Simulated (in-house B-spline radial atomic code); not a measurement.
# Yb¹⁰⁺: binding energies from hole states

Aim: binding energies of the shells of Yb¹⁰⁺, from runs with electrons taken out, set against the orbital energies of the parent.

Method: Dirac-Hartree-Fock, average of configuration, Fermi nucleus, basis-set limit. Code: in-house B-spline radial atomic code version 1.

## Step 1: The system

| Quantity | Value |
| --- | --- |
| element | ytterbium (Z = 70) |
| charge | +10 |
| electrons | 60 |
| configuration | [Kr] 4d10 4f12 5s2 |
| Hamiltonian | Dirac-Coulomb |
| nucleus | Fermi, rms radius 5.311 fm |

The outer shells:

[Kr] 4d10 4f12 5s2
```
[Kr] core
4d [↑↓][↑↓][↑↓][↑↓][↑↓]
4f [↑↓][↑↓][↑↓][↑↓][↑↓][↑ ][↑ ]
5s [↑↓]
```

The boxes draw the filling by Hund's rule, which heavy ions in jj coupling don't follow; these runs average over all states of the configuration.

Settings of the run:

```ini
Z = 70
electrons = 60.0
configuration = [Kr] 4d10 4f12 5s2
hamiltonian = dirac
method = hf
spin_polarised = False
nucleus = fermi
rms_radius = 5.3108
mass_number = 174
atomic_mass = 173.938867545
speed_of_light = 137.035999084
```

This reference run was done before. Its total energy is -14037.788260 hartree, and its levels are (the highest eight at most):

| orbital | occupation | energy (eV) | <r> (bohr) |
| --- | --- | --- | --- |
| 4s1/2 | 2 | -685.12 | 0.4874 |
| 4p1/2 | 2 | -592.05 | 0.4963 |
| 4p3/2 | 4 | -540.08 | 0.5260 |
| 4d3/2 | 4 | -387.42 | 0.5481 |
| 4d5/2 | 6 | -377.75 | 0.5589 |
| 5s1/2 | 2 | -215.25 | 1.097 |
| 4f5/2 | 5.14286 | -189.46 | 0.6384 |
| 4f7/2 | 6.85714 | -187.89 | 0.6456 |

## Step 2: The 1s hole

Settings of the run:

```ini
Z = 70
electrons = 59.0
configuration = 1s1 2s2 2p6 3s2 3p6 3d10 4s2 4p6 4d10 4f12 5s2
hamiltonian = dirac
method = hf
spin_polarised = False
nucleus = fermi
rms_radius = 5.3108
mass_number = 174
atomic_mass = 173.938867545
speed_of_light = 137.035999084
```

## Step 3: The 2s hole

Changes to the settings of step 2:

```diff
@@ -2,3 +2,3 @@
 electrons = 59.0
-configuration = 1s1 2s2 2p6 3s2 3p6 3d10 4s2 4p6 4d10 4f12 5s2
+configuration = 1s2 2s1 2p6 3s2 3p6 3d10 4s2 4p6 4d10 4f12 5s2
 hamiltonian = dirac
```

## Step 4: The 2p1/2 hole

In configurations, a minus sign after the shell means j = l − 1/2 and a plus sign j = l + 1/2; the count of electrons follows.

Changes to the settings of step 3:

```diff
@@ -2,3 +2,3 @@
 electrons = 59.0
-configuration = 1s2 2s1 2p6 3s2 3p6 3d10 4s2 4p6 4d10 4f12 5s2
+configuration = 1s2 2s2 2p-1 2p+4 3s2 3p6 3d10 4s2 4p6 4d10 4f12 5s2
 hamiltonian = dirac
```

## Step 5: The 2p3/2 hole

Changes to the settings of step 4:

```diff
@@ -2,3 +2,3 @@
 electrons = 59.0
-configuration = 1s2 2s2 2p-1 2p+4 3s2 3p6 3d10 4s2 4p6 4d10 4f12 5s2
+configuration = 1s2 2s2 2p-2 2p+3 3s2 3p6 3d10 4s2 4p6 4d10 4f12 5s2
 hamiltonian = dirac
```

## Step 6: The 3s hole

Changes to the settings of step 5:

```diff
@@ -2,3 +2,3 @@
 electrons = 59.0
-configuration = 1s2 2s2 2p-2 2p+3 3s2 3p6 3d10 4s2 4p6 4d10 4f12 5s2
+configuration = 1s2 2s2 2p6 3s1 3p6 3d10 4s2 4p6 4d10 4f12 5s2
 hamiltonian = dirac
```

## Step 7: The 3p1/2 hole

Changes to the settings of step 6:

```diff
@@ -2,3 +2,3 @@
 electrons = 59.0
-configuration = 1s2 2s2 2p6 3s1 3p6 3d10 4s2 4p6 4d10 4f12 5s2
+configuration = 1s2 2s2 2p6 3s2 3p-1 3p+4 3d10 4s2 4p6 4d10 4f12 5s2
 hamiltonian = dirac
```

## Step 8: The 3p3/2 hole

Changes to the settings of step 7:

```diff
@@ -2,3 +2,3 @@
 electrons = 59.0
-configuration = 1s2 2s2 2p6 3s2 3p-1 3p+4 3d10 4s2 4p6 4d10 4f12 5s2
+configuration = 1s2 2s2 2p6 3s2 3p-2 3p+3 3d10 4s2 4p6 4d10 4f12 5s2
 hamiltonian = dirac
```

## Step 9: The 3d3/2 hole

Changes to the settings of step 8:

```diff
@@ -2,3 +2,3 @@
 electrons = 59.0
-configuration = 1s2 2s2 2p6 3s2 3p-2 3p+3 3d10 4s2 4p6 4d10 4f12 5s2
+configuration = 1s2 2s2 2p6 3s2 3p6 3d-3 3d+6 4s2 4p6 4d10 4f12 5s2
 hamiltonian = dirac
```

**Question.** What does each hole state cost in eV, and how does that compare with the orbital energies or single holes?

**Answer**, as computed:

| hole | ΔSCF (eV) | with Breit, QED, recoil (eV) | −ε of the parent (eV) | −ε less ΔSCF (eV) |
| --- | --- | --- | --- | --- |
| 1s | 61809.6 | 61519.5 | 61888.3 | 78.68 |
| 2s | 10718.2 | 10683.3 | 10762.8 | 44.61 |
| 2p1/2 | 10201.7 | 10167.4 | 10250.5 | 48.85 |
| 2p3/2 | 9154.64 | 9132.06 | 9200.86 | 46.23 |
| 3s | 2597.22 | 2590.27 | 2620.05 | 22.83 |
| 3p1/2 | 2370.62 | 2364.24 | 2394.36 | 23.73 |
| 3p3/2 | 2145.34 | 2141.38 | 2167.74 | 22.40 |
| 3d3/2 | 1765.04 | 1762.58 | 1789.84 | 24.80 |

**Reading.** Every ΔSCF value lies below −ε, since the other electrons relax into the hole: by 78.7 eV for 1s and 24.80 eV for 3d3/2. The difference of the 1s and 2p3/2 holes gives a Kα1 line at 52387.5 eV for this charge state (with Breit, QED and recoil). The spin-orbit splitting of the 2p hole is 1035.38 eV with those corrections. Values are for the free ion, measured from the vacuum level.
